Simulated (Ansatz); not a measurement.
Here is an Ansatz 0.2.0 calculation.

The input input.yaml:

```yaml
crystal:
  lattice:
    - [4.6986, 0.0, 0.0]
    - [0.0, 5.7293, 0.0]
    - [-0.052988409, 0.0, 4.9364156144]
  atoms:
    - { symbol: W, position: [-0.011281, 0.809766, 0.751158] }
    - { symbol: W, position: [-0.004751, 0.188349, 0.252194] }
    - { symbol: Zn, position: [0.503554, 0.311572, 0.744514] }
    - { symbol: Zn, position: [0.495074, 0.681166, 0.241774] }
    - { symbol: O, position: [0.250934, 0.619903, 0.893084] }
    - { symbol: O, position: [0.73103, 0.616691, 0.595891] }
    - { symbol: O, position: [0.742575, 0.377927, 0.096574] }
    - { symbol: O, position: [0.265252, 0.371924, 0.398906] }
    - { symbol: O, position: [0.220575, 0.891191, 0.440729] }
    - { symbol: O, position: [0.781552, 0.889332, 0.069618] }
    - { symbol: O, position: [0.775021, 0.108762, 0.554834] }
    - { symbol: O, position: [0.232378, 0.103578, 0.936774] }
hamiltonian:
  xc: pbesol
  pseudopotentials: { kind: paw }
kpoints:
  mp_grid: { grid: [6, 5, 6] }
scf:
  occupations: { method: fermi_dirac, width: 0.05 }
output:
  forces: true
  stress: true
  eigenvalues: true
```

Potentials or basis: Ansatz PAW.

The run is started by

```console
$ ansatz run input.yaml --threads 4 --pin off --max-ram 11264MiB --backend cpu --events-out ev --progress --plain --runs-dir out
```

**Question.** What does it give for the pressure?

**Answer.** -4.5 GPa.

**Question.** Estimate the band gap on the k mesh.

**Answer.** 2.80 eV, direct.

**Question.** Predict the largest force.

**Answer.** 2.210 eV/Å.

Forces in eV/Å, atoms in the order of the input:
```
W    0.880  0.885 -0.632
W    1.559 -1.372 -0.755
Zn  -0.374  0.138  0.187
Zn  -0.273  0.009  0.257
O   -0.136 -0.099  0.255
O    0.493  0.404  0.194
O   -0.090  0.265 -0.259
O   -0.554  0.112 -0.123
O   -1.020  0.058  0.340
O    0.543  0.349 -0.556
O    0.575 -0.539  0.397
O   -1.604 -0.209  0.695
```

Caveat: odd divisions of the mesh miss points on the zone boundary, where band edges often lie, so the gap on the mesh can be too wide; the pressure holds a Pulay correction of +0.8 GPa for the finite cutoff; spin-orbit coupling is left out, which moves the levels of the heavy elements; the PAW data sets come from PBE, with cores solved anew for the run's functional, which leaves a small shift of forces and pressure. A k mesh can miss the band edges.
